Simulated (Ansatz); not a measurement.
# NiMoIrPdW (P3m1) in Ansatz: further runs

Runs on NiMoIrPdW. Level: PBE. Tasks: relaxation of cell and atoms, single point.

Program: Ansatz 0.2.0. These are calculated values, not measurements. Logs are shortened: lines on timing, memory, paths and dates and some standing lists are left out, and cuts for length are marked.

## 1. Starting point

It takes space group P3m1 (No. 156, trigonal). The conventional cell has a = 2.770 Å, b = 2.770 Å, c = 21.881 Å, α = 90.00°, β = 90.00°, γ = 120.00°. Ni (site symmetry 3m) is surrounded by 9 Ni at 2.52 to 2.77 Å and 3 W at 2.57 Å. Ni (site symmetry 3m) is surrounded by 9 Ni at 2.52 to 2.77 Å and 3 Ir at 2.62 Å. Around Mo (site symmetry 3m) lie 3 Ir at 2.76 Å and 6 Mo at 2.77 Å and 3 Pd at 2.80 Å. Around Mo (site symmetry 3m) lie 3 Ir at 2.66 Å and 6 Mo at 2.77 Å and 3 Pd at 2.82 Å. Pd (site symmetry 3m) has 6 Pd at 2.77 Å and 3 W at 2.79 Å and 3 Mo at 2.80 Å as nearest neighbours. Pd (site symmetry 3m) is surrounded by 6 Pd at 2.77 Å and 3 W at 2.80 Å and 3 Mo at 2.82 Å. Around Ir (site symmetry 3m) lie 3 Mo at 2.76 Å and 6 Ir at 2.77 Å and 3 W at 2.77 Å. Ir (site symmetry 3m) has 3 Ni at 2.62 Å and 3 Mo at 2.66 Å and 6 Ir at 2.77 Å as nearest neighbours.

The cell was built by a generator and needn't be a form met in nature.

## 2. Relaxation of cell and atoms, PBE, collinear spin, ferromagnetic start, target pressure 20 GPa, at which the enthalpy is minimised

File input.yaml:

```yaml
crystal:
  lattice:
    - [2.77046, 0.0, 0.0]
    - [-1.38523, 2.39928, 0.0]
    - [0.0, 0.0, 21.88122]
  atoms:
    - { symbol: Ni, position: [0.33333, 0.66667, 0.04433], spin: 1.0 }
    - { symbol: Ni, position: [0.66667, 0.33333, 0.95562], spin: 1.0 }
    - { symbol: Mo, position: [0.66667, 0.33333, 0.3427], spin: 1.0 }
    - { symbol: Mo, position: [0.66667, 0.33333, 0.7632], spin: 1.0 }
    - { symbol: Pd, position: [0.33333, 0.66667, 0.44768] }
    - { symbol: Pd, position: [0.33333, 0.66667, 0.65723] }
    - { symbol: Ir, position: [0.33333, 0.66667, 0.23988], spin: 0.6 }
    - { symbol: Ir, position: [0.33333, 0.66667, 0.8605], spin: 0.6 }
    - { symbol: W, position: [0.66667, 0.33333, 0.13646] }
    - { symbol: W, position: [0.66667, 0.33333, 0.5524] }
hamiltonian:
  xc: pbe
  pseudopotentials: { kind: paw }
magnetization:
  spin_polarized: true
kpoints:
  mp_grid: { grid: [8, 8, 1] }
scf:
  occupations: { method: fermi_dirac, width: 0.05 }
output:
  forces: true
  stress: true
  eigenvalues: true
relax:
  f_tol: 0.01
  max_steps: 40
  cell: { stress_tol: 0.05, p_target: 20.0 }
```

Potentials or basis: Ansatz PAW.

Command:

```sh
$ ansatz run input.yaml --threads 8 --pin off --max-ram 20480MiB --backend cpu --events-out ev --progress --plain --runs-dir out
```

What it wrote:

```text
Warning: the atoms were moved onto the symmetric positions of the space group found under crystal.symmetry.tolerance 1.0e-5 (fractional; no operation is sought that the atoms, as they stand in a round, miss by more than twice it, and no atom is moved by as much as it), and the run uses the moved positions. Before a round's move an operation carried an atom to 2.77e-5 Å from where it should land, the largest such distance. Atom 0 (counting from 0) moved farthest, by 1.60e-5 Å; the longest move in fractions of the cell, of whichever atom, is 0.47 of the tolerance, in 1 round. To run the atoms as typed, lower crystal.symmetry.tolerance until the operations that they miss are no longer found, or set crystal.symmetry.detect: false (a key that needs symmetry detection or time reversal refuses this as the deck is read). The positions used, in the order of the run's atom list: position: [0.3333333333333333, 0.6666666666666666, 0.04433]; position: [0.6666666666666666, 0.3333333333333333, 0.95562]; position: [0.6666666666666666, 0.3333333333333333, 0.3427]; position: [0.6666666666666666, 0.3333333333333333, 0.7632]; position: [0.3333333333333333, 0.6666666666666666, 0.44768]; position: [0.3333333333333333, 0.6666666666666666, 0.65723]; position: [0.3333333333333333, 0.6666666666666666, 0.23988]; position: [0.3333333333333333, 0.6666666666666666, 0.8605]; position: [0.6666666666666666, 0.3333333333333333, 0.13646]; position: [0.6666666666666666, 0.3333333333333333, 0.5524]; The lattice was moved too: crystal.lattice keeps the space group found at crystal.symmetry.tolerance 1.0e-5 only nearly: the operation that it misses by the most changes a squared length by the fraction 6.31e-6. The run uses the lattice that is a stretch of the typed one, with no rotation, onto the one that keeps every operation to a double's rounding (on a very oblique basis the stretch itself rounds by more); the deck's lattice vector that moved farthest moved by 5.05e-6 Å. To run the lattice as typed, set crystal.symmetry.tolerance under 6.30e-6, the least fraction by which an operation that the lattice misses changes a squared length (the same key also sets how far an atom may lie from its image, so lowering it can lose operations that the atoms keep only within it), or set crystal.symmetry.detect: false, as for the atoms. crystal.lattice made exact, in Å and degrees: [[2.770454953865881, 0.0, 0.0], [-1.3852274769329405, 2.399284370088298, 0.0], [0.0, 0.0, 21.88122]]. Pasted over the deck's crystal.lattice, beside positions in fractional coordinates, it runs the same cell (given as lengths and angles, that cell in the form's own orientation, a rigid turn of the misfit's size from the one run here, for which a checkpoint.post_process_only pass over this run's state can be refused: where this run relaxes nothing, give such a pass this deck's own crystal.lattice, as typed; behind a relaxation, as crystal.lattice, the state's own cell, identity.cell in its checkpoint.json), and a matrix so pasted ends this notice, except on a very skew basis of the lattice, where the rounding of the pasted numbers themselves can read as a misfit: the cell is then moved again, and that move is told again. The lattice as run is in this notice's lattice.as_run_ang field (Run.prep()["deck_notices"] in Python, the deck_notice line of an events file, deck_notices of ansatz run --dry-run=json, or deck_notices in record.json in the deck's checkpoint.write directory).
Warning: RAYON_NUM_THREADS=8 ignored (pool sized by the plan → 8); use --threads N
Engine: ansatz 0.2.0, aarch64-unknown-linux-gnu
Pseudopotentials: kind: paw
Pseudopotential: Ni, paw, valence charge 18, recommended cutoff 420 eV (normal), Ni.paw.azcp
Pseudopotential: Mo, paw, valence charge 14, recommended cutoff 420 eV (normal), Mo.paw.azcp
Pseudopotential: Pd, paw, valence charge 18, recommended cutoff 420 eV (normal), Pd.paw.azcp
Pseudopotential: Ir, paw, valence charge 17, recommended cutoff 420 eV (normal), Ir.paw.azcp
Pseudopotential: W, paw, valence charge 14, recommended cutoff 420 eV (normal), W.paw.azcp
Functional definition: PBE
  parameter kappa = 0.804
  parameter beta = 0.06672455060314922
[... 290 lines left out ...]
  k-point 9 ↓: bands = ["-80.2048", "-79.8671", "-69.6657", "-69.6327", "-62.2438", "-62.2226", "-50.7708", "-50.6172", "-40.8013", "-40.5398", "-40.5185", "-40.3435", "-40.2537", "-40.2371", "-37.7764", "-37.7575", "-28.1246", "-28.0987", "-28.0458", "-28.0266", "-27.9457", "-27.9266", "-26.8409", "-26.7949", "-26.6751", "-26.6283", "-26.4934", "-26.4715", "-15.6041", "-15.5028", "-15.2246", "-15.1405", "-15.1195", "-14.9765", "-12.5091", "-12.5015", "-12.1151", "-12.1064", "-11.9922", "-11.9832", "17.0993", "17.1252", "17.2767", "17.3971", "17.5486", "17.6759", "17.9334", "18.0316", "18.1258", "18.2686", "18.3377", "18.3738", "18.4269", "18.5203", "18.6776", "18.7440", "19.0501", "19.2325", "19.3491", "19.4131", "19.5414", "19.5996", "19.8469", "20.3408", "20.5437", "20.7832", "20.8290", "20.9432", "20.9862", "21.0766", "21.8262", "21.8795", "22.0443", "22.2029", "22.2574", "22.5955", "22.7388", "22.7600", "23.1847", "23.2974", "23.5100", "23.6830", "23.9630", "24.2358", "24.4900", "24.5733", "24.7882", "25.1109", "25.2676", "25.6871", "26.5270", "27.5723", "28.9270", "29.0498", "29.1396", "29.2798", "29.6567", "30.0618", "30.3414", "30.7351", "30.9780"]
--- Relaxed structure (7 steps of the walk, 5 accepted, 1 SCFs on fresh bases) ---
  F+E_penalty+E_count = -80176.88082739 eV   max|allowed force component| = 2.739e-3 eV/Å   (the final SCF, on the basis selected at the relaxed cell)
  cell:  # Å, volume = 135.7840 Å³
    - [2.7067194644202606, -4.717373857885423e-18, 9.218880887199836e-18]
    - [-1.3533597322101303, 2.344087817105756, -4.60944044359992e-18]
    - [7.281127620037105e-17, -2.777938665521359e-32, 21.40086822326337]
  atoms:
    - { symbol: Ni, position: [0.33333333333333337, 0.6666666666666667, 0.04302369821165914] }
    - { symbol: Ni, position: [0.6666666666666667, 0.33333333333333337, 0.956446517369713] }
    - { symbol: Mo, position: [0.6666666666666667, 0.33333333333333337, 0.34280740302883245] }
    - { symbol: Mo, position: [0.6666666666666667, 0.33333333333333337, 0.7628027639593395] }
    - { symbol: Pd, position: [0.33333333333333337, 0.6666666666666667, 0.4475209428778673] }
    - { symbol: Pd, position: [0.33333333333333337, 0.6666666666666667, 0.6575395657331029] }
    - { symbol: Ir, position: [0.33333333333333337, 0.6666666666666667, 0.23978593188196926] }
    - { symbol: Ir, position: [0.33333333333333337, 0.6666666666666667, 0.8618903027461864] }
    - { symbol: W, position: [0.6666666666666667, 0.33333333333333337, 0.1356501690998256] }
    - { symbol: W, position: [0.6666666666666667, 0.33333333333333337, 0.5525327050915048] }
```

It took 89 s on 8 threads of Arm Neoverse V1, shared host; peak memory 1.1 GiB.

What came out:

* Free energy: -80176.8808 eV
* Relaxed volume: 13.58 Å³/atom
* Relaxed cell: a = 2.707 Å, b = 2.707 Å, c = 21.401 Å, α = 90.00°, β = 90.00°, γ = 120.00°
* Space group after relaxing (to 0.05 Å): P3m1 (No. 156)
* Energy change on relaxing (the enthalpy is what falls): +55.8 meV/atom
* Ionic steps: 6
* Pressure after relaxing: 20.0 GPa
* Band gap on the k mesh: none (metal or under the smearing width)
* Net moment: 0.00 μB per cell
* Absolute moment: 0.00 μB per cell

Forces on the atoms (eV/Å):
```
Ni   0.000  0.000  0.001
Ni   0.000  0.000  0.001
Mo   0.000  0.000 -0.001
Mo   0.000  0.000  0.003
Pd   0.000  0.000 -0.002
Pd   0.000  0.000  0.001
Ir   0.000  0.000  0.001
Ir   0.000  0.000 -0.002
W    0.000  0.000 -0.003
W    0.000  0.000  0.000
```

Step by step:
| step | energy change (eV) | largest force (eV/Å) | volume (Å³) |
| --- | --- | --- | --- |
| 1 | 0.0000 | 0.1747 | 145.45 |
| 2 | 0.4013 | 0.2691 | 137.19 |
| 3 | 0.5667 | 0.2307 | 135.71 |
| 4 | 0.5528 | 0.0142 | 135.79 |
| 5 | 0.5531 | 0.0027 | 135.78 |
| 6 | 0.5581 | 0.0027 | 135.78 |

Final structure:
```
Ni Mo Pd Ir W
1.0
     2.70672    0.00000    0.00000
    -1.35336    2.34409    0.00000
     0.00000    0.00000   21.40087
Ni Mo Pd Ir W
2 2 2 2 2
Cartesian
  0.0000 1.5627 0.9207
  1.3534 0.7814 20.4688
  1.3534 0.7814 7.3364
  1.3534 0.7814 16.3246
  0.0000 1.5627 9.5773
  0.0000 1.5627 14.0719
  0.0000 1.5627 5.1316
  0.0000 1.5627 18.4452
  1.3534 0.7814 2.9030
  1.3534 0.7814 11.8247
```

Caveat: the plane-wave basis is chosen anew once the cell has moved, so the energies of steps on either side of that aren't comparable; the starting moments weren't kept.

## 3. Single point, PBE, collinear spin, ferromagnetic start

input.yaml: that of step 2 with these lines changed.

```diff
@@ -18,3 +18,3 @@
   xc: pbe
-  pseudopotentials: { kind: paw }
+  pseudopotentials: { kind: nc }
 magnetization:
@@ -22,3 +22,3 @@
 kpoints:
-  mp_grid: { grid: [8, 8, 1] }
+  mp_grid: { grid: [11, 11, 2] }
 scf:
@@ -29,5 +29 @@
   eigenvalues: true
-relax:
-  f_tol: 0.01
-  max_steps: 40
-  cell: { stress_tol: 0.05, p_target: 20.0 }
```

Potentials or basis: Ansatz NC with PseudoDojo standard (PBE files).

Command:

```sh
$ ansatz run input.yaml --threads 8 --pin off --max-ram 20480MiB --backend cpu --events-out ev --progress --plain --runs-dir out
```

What it wrote:

```text
Warning: the atoms were moved onto the symmetric positions of the space group found under crystal.symmetry.tolerance 1.0e-5 (fractional; no operation is sought that the atoms, as they stand in a round, miss by more than twice it, and no atom is moved by as much as it), and the run uses the moved positions. Before a round's move an operation carried an atom to 2.77e-5 Å from where it should land, the largest such distance. Atom 0 (counting from 0) moved farthest, by 1.60e-5 Å; the longest move in fractions of the cell, of whichever atom, is 0.47 of the tolerance, in 1 round. To run the atoms as typed, lower crystal.symmetry.tolerance until the operations that they miss are no longer found, or set crystal.symmetry.detect: false (a key that needs symmetry detection or time reversal refuses this as the deck is read). The positions used, in the order of the run's atom list: position: [0.3333333333333333, 0.6666666666666666, 0.04433]; position: [0.6666666666666666, 0.3333333333333333, 0.95562]; position: [0.6666666666666666, 0.3333333333333333, 0.3427]; position: [0.6666666666666666, 0.3333333333333333, 0.7632]; position: [0.3333333333333333, 0.6666666666666666, 0.44768]; position: [0.3333333333333333, 0.6666666666666666, 0.65723]; position: [0.3333333333333333, 0.6666666666666666, 0.23988]; position: [0.3333333333333333, 0.6666666666666666, 0.8605]; position: [0.6666666666666666, 0.3333333333333333, 0.13646]; position: [0.6666666666666666, 0.3333333333333333, 0.5524]; The lattice was moved too: crystal.lattice keeps the space group found at crystal.symmetry.tolerance 1.0e-5 only nearly: the operation that it misses by the most changes a squared length by the fraction 6.31e-6. The run uses the lattice that is a stretch of the typed one, with no rotation, onto the one that keeps every operation to a double's rounding (on a very oblique basis the stretch itself rounds by more); the deck's lattice vector that moved farthest moved by 5.05e-6 Å. To run the lattice as typed, set crystal.symmetry.tolerance under 6.30e-6, the least fraction by which an operation that the lattice misses changes a squared length (the same key also sets how far an atom may lie from its image, so lowering it can lose operations that the atoms keep only within it), or set crystal.symmetry.detect: false, as for the atoms. crystal.lattice made exact, in Å and degrees: [[2.770454953865881, 0.0, 0.0], [-1.3852274769329405, 2.399284370088298, 0.0], [0.0, 0.0, 21.88122]]. Pasted over the deck's crystal.lattice, beside positions in fractional coordinates, it runs the same cell (given as lengths and angles, that cell in the form's own orientation, a rigid turn of the misfit's size from the one run here, for which a checkpoint.post_process_only pass over this run's state can be refused: where this run relaxes nothing, give such a pass this deck's own crystal.lattice, as typed; behind a relaxation, as crystal.lattice, the state's own cell, identity.cell in its checkpoint.json), and a matrix so pasted ends this notice, except on a very skew basis of the lattice, where the rounding of the pasted numbers themselves can read as a misfit: the cell is then moved again, and that move is told again. The lattice as run is in this notice's lattice.as_run_ang field (Run.prep()["deck_notices"] in Python, the deck_notice line of an events file, deck_notices of ansatz run --dry-run=json, or deck_notices in record.json in the deck's checkpoint.write directory).
Warning: RAYON_NUM_THREADS=8 ignored (pool sized by the plan → 8); use --threads N
Engine: ansatz 0.2.0, aarch64-unknown-linux-gnu
Pseudopotentials: kind: nc
Pseudopotential: Ni, nc, valence charge 18, recommended cutoff 1400 eV (normal), Ni.nc.azcp
[... 120 lines left out ...]
        0.270346       0.000000      -0.000000
        0.000000       0.270346      -0.000000
       -0.000000      -0.000000      -0.460280
  P = ⅓ Tr σ = 0.0268 GPa (0.268 kbar)
--- Band table (eV; the first three rows and the last of 64) ---
  k-point 0 ↑: bands = ["-81.9418", "-81.6732", "-71.3981", "-71.3028", "-63.7110", "-63.6774", "-52.8890", "-52.7349", "-42.5285", "-42.2051", "-42.2051", "-42.1140", "-42.0155", "-42.0155", "-39.8467", "-39.8242", "-29.6106", "-29.5720", "-29.1861", "-29.1861", "-29.1551", "-29.1551", "-28.1798", "-28.1314", "-27.9768", "-27.9768", "-27.8656", "-27.8656", "-17.2416", "-17.0895", "-16.4456", "-16.4456", "-16.3305", "-16.3305", "-14.0227", "-14.0062", "-13.2294", "-13.2294", "-13.1915", "-13.1915", "11.8918", "12.2253", "12.9012", "13.5946", "14.6513", "14.8024", "15.0347", "15.3974", "15.5659", "16.5084", "17.6866", "17.8670", "17.8670", "17.8996", "17.8996", "17.9683", "17.9683", "18.0578", "18.0578", "18.0998", "18.5788", "18.8468", "18.8468", "18.9649", "18.9649", "19.0196", "19.1782", "19.1782", "19.3050", "19.3050", "19.3434", "19.5389", "19.5549", "19.5549", "19.6729", "19.6729", "19.7739", "20.1227", "20.1227", "20.5069", "20.5069", "20.5842", "20.8154", "20.8695", "20.8695", "21.1288", "21.1288", "21.5022", "21.5022", "21.6423", "21.6423", "21.9902", "23.6084", "23.6084", "23.6721", "23.6721", "24.3024", "24.3024", "24.5035", "24.5035", "29.7703"]
  k-point 1 ↑: bands = ["-81.9418", "-81.6732", "-71.3981", "-71.3028", "-63.7110", "-63.6774", "-52.8890", "-52.7349", "-42.5285", "-42.2051", "-42.2051", "-42.1140", "-42.0155", "-42.0155", "-39.8467", "-39.8242", "-29.6106", "-29.5720", "-29.1861", "-29.1861", "-29.1551", "-29.1551", "-28.1798", "-28.1314", "-27.9768", "-27.9768", "-27.8656", "-27.8656", "-17.2416", "-17.0895", "-16.4456", "-16.4456", "-16.3305", "-16.3305", "-14.0227", "-14.0062", "-13.2294", "-13.2294", "-13.1915", "-13.1915", "11.8949", "12.2156", "12.9227", "13.5675", "14.6643", "14.8081", "15.0344", "15.4395", "15.5226", "16.4923", "17.6664", "17.8671", "17.8671", "17.8993", "17.8993", "17.9686", "17.9686", "18.0577", "18.0577", "18.1664", "18.5434", "18.8460", "18.8460", "18.9664", "18.9664", "19.0222", "19.1780", "19.1780", "19.3034", "19.3034", "19.3055", "19.5554", "19.5554", "19.6737", "19.6737", "19.7340", "19.8055", "20.0828", "20.1246", "20.1246", "20.4962", "20.4962", "20.8974", "20.8974", "21.1014", "21.1014", "21.2600", "21.5175", "21.5175", "21.6349", "21.6349", "21.8520", "23.6082", "23.6082", "23.6722", "23.6722", "24.3024", "24.3024", "24.5035", "24.5035", "30.0892"]
  k-point 2 ↑: bands = ["-81.9414", "-81.6729", "-71.3955", "-71.3002", "-63.7084", "-63.6748", "-52.8810", "-52.7268", "-42.5279", "-42.2096", "-42.2061", "-42.1132", "-42.0193", "-42.0165", "-39.8318", "-39.8093", "-29.6075", "-29.5689", "-29.2096", "-29.1919", "-29.1786", "-29.1609", "-28.1746", "-28.1260", "-28.0165", "-27.9864", "-27.9054", "-27.8752", "-17.2284", "-17.0759", "-16.5413", "-16.4674", "-16.4274", "-16.3525", "-14.0082", "-13.9916", "-13.3297", "-13.2913", "-13.2522", "-13.2141", "12.2033", "12.5271", "13.2102", "13.8832", "14.8920", "15.0421", "15.3076", "15.6127", "15.7985", "16.6310", "17.4994", "17.6880", "17.7881", "17.8109", "17.8810", "18.0556", "18.0861", "18.0954", "18.1565", "18.2925", "18.3090", "18.5022", "18.6795", "18.8179", "18.8494", "18.8571", "18.9370", "19.0319", "19.1880", "19.2915", "19.3690", "19.3809", "19.5576", "19.6864", "19.6977", "19.8239", "19.9466", "20.1105", "20.1924", "20.3771", "20.4642", "20.5874", "20.6753", "20.7885", "20.9588", "21.1010", "21.2944", "21.3667", "21.5667", "21.6117", "21.8013", "22.1796", "23.5742", "23.6612", "23.8576", "24.1431", "24.2298", "24.4547", "24.6428", "25.0806", "29.7865"]
  k-point 31 ↓: bands = ["-81.8346", "-81.4969", "-71.3597", "-71.2666", "-63.6755", "-63.6404", "-52.7760", "-52.6199", "-42.3910", "-42.1487", "-42.1381", "-41.9299", "-41.8686", "-41.8594", "-39.6399", "-39.6124", "-29.5681", "-29.5288", "-29.4186", "-29.3857", "-29.3624", "-29.3295", "-28.3637", "-28.2698", "-28.2538", "-28.1597", "-28.1012", "-28.0563", "-17.3455", "-17.2389", "-17.1268", "-17.0551", "-17.0177", "-16.8972", "-14.1849", "-14.1350", "-13.9536", "-13.9046", "-13.8237", "-13.7995", "15.8985", "15.9379", "16.1673", "16.2439", "16.3693", "16.5070", "16.6675", "16.7304", "16.8134", "16.8888", "16.9652", "17.0360", "17.0884", "17.1638", "17.2335", "17.2898", "17.5567", "17.6842", "17.8682", "17.8931", "18.0106", "18.0345", "18.4841", "18.8254", "18.9842", "19.3246", "19.3621", "19.4084", "19.4441", "19.5053", "20.1498", "20.2767", "20.3172", "20.4694", "20.6379", "20.8492", "21.0363", "21.0484", "21.2811", "21.3588", "21.6694", "21.7003", "22.2083", "22.3210", "22.5537", "22.6757", "22.8543", "23.1283", "23.3881", "23.6747", "24.6549", "25.5936", "26.6812", "26.9453", "27.2355", "27.4035", "27.5636", "27.7532", "28.0164", "28.1877", "28.6691"]
```

Run time: 6.6 min. Hardware: 8 threads of Arm Neoverse V1, shared host; peak memory 4.9 GiB.

What came out:

```yaml
Free_energy: -31779.9305 eV
Pressure: 0.0 GPa
Largest_force: 0.156 eV/Å
Band_gap_on_the_k_mesh: none (metal or under the smearing width)
Net_moment: 0.22 μB per cell
Absolute_moment: 0.29 μB per cell
Site_moments: Ni +0.09, +0.15; Mo -0.00, -0.01; Pd -0.00, +0.00; Ir -0.00, +0.00; W +0.00, -0.00 μB
```

Forces on the atoms (eV/Å):
```
Ni   0.000  0.000 -0.027
Ni   0.000  0.000  0.013
Mo   0.000  0.000 -0.077
Mo   0.000  0.000 -0.142
Pd   0.000  0.000 -0.010
Pd   0.000  0.000  0.006
Ir   0.000  0.000 -0.003
Ir   0.000  0.000  0.072
W    0.000  0.000  0.156
W    0.000  0.000  0.013
```

Stress tensor (GPa, compression positive):
```
 0.27  0.00  0.00
 0.00  0.27  0.00
 0.00  0.00 -0.46
```

Caveat: the starting moments weren't kept.
